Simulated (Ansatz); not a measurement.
**C₄H₅F₅O: basis-set convergence**

How large a basis does C₄H₅F₅O need? Two functionals are run in growing sets.

The runs use Ansatz 0.2.0, Gaussian basis; one geometry, several basis sets.

Levels to be run: PBE0-D4/def2-SVP; ωB97M-V/def2-SVP; PBE0-D4/def2-QZVPP; ωB97M-V/def2-QZVPP; the functionals' def2-TZVPP values are taken from earlier runs.

1 further run of the same task is left out (it didn't finish).

### 1 The relaxed structure

The geometry comes from an earlier relaxation with PBE0-D4 in a triple-zeta def2 set; it is a stationary point, not always the lowest conformer.

SMILES `FC[C@@H](F)[C@@H](F)OC(F)F`, 15 atoms, charge 0, spin multiplicity 1.

Atoms are counted from 1 here; the program's logs count them from 0.

Bond lengths: F1–C2 1.376 Å, C2–C3 1.506 Å, C2–H11 1.092 Å, C2–H12 1.093 Å, C3–F4 1.377 Å, C3–C5 1.516 Å, C3–H13 1.095 Å, C5–F6 1.375 Å, C5–O7 1.386 Å, C5–H14 1.094 Å, O7–C8 1.372 Å, C8–F9 1.330 Å, C8–F10 1.350 Å, C8–H15 1.094 Å. Angles: F1–C2–C3 109.4°, F1–C2–H11 108.7°, F1–C2–H12 108.7°, C3–C2–H11 110.2°, C3–C2–H12 109.9°, H11–C2–H12 109.9°, C2–C3–F4 110.2°, C2–C3–C5 112.7°, C2–C3–H13 109.8°, F4–C3–C5 107.5°, F4–C3–H13 108.1°, C5–C3–H13 108.3°, C3–C5–F6 110.2°, C3–C5–O7 107.6°, C3–C5–H14 110.6°, F6–C5–O7 109.4°, F6–C5–H14 107.0°, O7–C5–H14 112.0° and more.

### 2 PBE0-D4 in def2-SVP

Contents of in.yaml:

```yaml
crystal:
  periodic: [false, false, false]
  atoms:
    - {symbol: F, position_ang: [0.324402, 3.212252, 0.241660]}
    - {symbol: C, position_ang: [0.523753, 1.893812, 0.580495]}
    - {symbol: C, position_ang: [0.489473, 1.047356, -0.664844]}
    - {symbol: F, position_ang: [1.625674, 1.257451, -1.413229]}
    - {symbol: C, position_ang: [0.409853, -0.435712, -0.362550]}
    - {symbol: F, position_ang: [1.397232, -0.793787, 0.524776]}
    - {symbol: O, position_ang: [-0.830404, -0.682966, 0.204621]}
    - {symbol: C, position_ang: [-1.185145, -2.005902, 0.288269]}
    - {symbol: F, position_ang: [-2.299281, -2.054672, 1.013354]}
    - {symbol: F, position_ang: [-1.461641, -2.489704, -0.941880]}
    - {symbol: H, position_ang: [1.494422, 1.802543, 1.072602]}
    - {symbol: H, position_ang: [-0.270947, 1.582520, 1.263494]}
    - {symbol: H, position_ang: [-0.376558, 1.320654, -1.275845]}
    - {symbol: H, position_ang: [0.569730, -1.022559, -1.272428]}
    - {symbol: H, position_ang: [-0.410554, -2.631266, 0.741505]}
basis:
  gaussian: {orbitals: def2-SVP}
hamiltonian: {xc: pbe0, dispersion: d4}
output: {orbitals: {seedname: orbitals}}
```

The run is started by

```console
$ ansatz run in.yaml --threads 4 --pin off --events-out ev --progress --plain --max-ram 66560MiB --backend cpu
```

After this run come: ωB97M-V in def2-SVP; PBE0-D4 in def2-QZVPP; ωB97M-V in def2-QZVPP.

**Question.** What will the summary of the whole plan be? Wanted: PBE0-D4: double and triple zeta above quadruple; ωB97M-V: double and triple zeta above quadruple.

As calculated:

```
                                       quantity           value
PBE0-D4: double and triple zeta above quadruple  24.72, 1.01 eV
ωB97M-V: double and triple zeta above quadruple  25.24, 0.96 eV
```

What this shows: For PBE0-D4 the step from double to triple zeta gains 23.70 eV and the next only 1.01 eV. These are total energies; as a rule much of such shifts cancels in differences, which this series doesn't test. The LUMO of ωB97M-V is positive and keeps falling with the basis (3.54 to 1.91 eV): an unbound level that the basis holds in place.
